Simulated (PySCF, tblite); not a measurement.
# C4H4F3S radical: geometry, infrared bands and EPR parameters

Aim: predict the infrared bands and EPR parameters of C4H4F3S radical (`[CH2]SC(=C)C(F)(F)F`).

Computed with tblite 0.8.0 and PySCF 2.14.0, with density-fitted response routines of our own, on a single molecule in the gas phase. Atoms count from 0, in the outputs and in this text.

### Step 1. The starting structure

12 atoms, charge 0, multiplicity 2; geometry from: force field or distance geometry start.

Bonds of the start (Å): C0–S1 1.82, S1–C2 1.79, C2–C3 1.33, C2–C4 1.47, C4–F5 1.38, C4–F6 1.39, C4–F7 1.39, C0–H8 1.09, C0–H9 1.09, C3–H10 1.09, C3–H11 1.07.

### Step 2. Geometry optimisation with GFN2-xTB

The job: settings as JSON, then the geometry in Å.

```
{"job": {"kind": "relax", "xc": "GFN2-xTB", "basis": "xTB"}, "charge": 0, "multiplicity": 2}
C      2.458500    -0.182000     0.242100
S      0.981300    -1.086400    -0.331400
C     -0.440200    -0.048200    -0.004900
C     -0.229000     1.152000     0.538400
C     -1.765900    -0.567700    -0.375200
F     -2.823700     0.279100    -0.120500
F     -1.755500    -0.825700    -1.742000
F     -2.028800    -1.788700     0.243100
H      2.680200     0.689300    -0.369100
H      3.272300    -0.907000     0.340000
H     -1.095300     1.790000     0.741700
H      0.747300     1.494700     0.811800
```

Started as:

```sh
OMP_NUM_THREADS=1 python probes_run.py task.json out
```

This one command runs all jobs of the session in turn.

**Question.** This job is followed by: GFN2-xTB harmonic vibrations, gas phase; UKS B3LYP, pcH-1 on C F H S, non-relativistic, mean-field spin-orbit, GIAO. Predict these results of the whole session: strongest single infrared mode (GFN2-xTB); zero-point energy (GFN2-xTB); g(iso) (B3LYP); ⟨S²⟩; largest a(iso) (averaged by class); potential on the surface of density 0.002 e/bohr³, 1st and 99th percentile.

The runs gave:

| quantity | value |
| --- | --- |
| strongest single infrared mode (GFN2-xTB) | 1041 cm⁻¹, 248 km/mol |
| zero-point energy (GFN2-xTB) | 43.2 kcal/mol |
| g(iso) (B3LYP) | 2.00422 |
| ⟨S²⟩ | 0.757 (exact 0.75) |
| largest a(iso) (averaged by class) | 13C on C0, 101.0 MHz |
| potential on the surface of density 0.002 e/bohr³, 1st and 99th percentile | -0.60 V and 1.33 V |

Over 47 steps the energy fell by 0.580 eV; of the close pairs, C0–S1 changed most, 1.825 to 1.688 Å. All 30 modes are real, so the xTB geometry is a minimum. The strongest single mode, at 1041 cm⁻¹, moves mainly C4. Unscaled tight-binding wavenumbers are off by several per cent, some by more. Its intensities can rank the bands wrongly. C0 carries the largest spin population, 0.83 e. The isotropic g lies 1.9 ppt above the free-electron value. These values are for one conformer; the search (at its own cheap level) found 2 more, at 0.02, 0.83 kcal/mol (those within 0.05 may be mirror or relabelled copies), and measured spectra average over such forms.
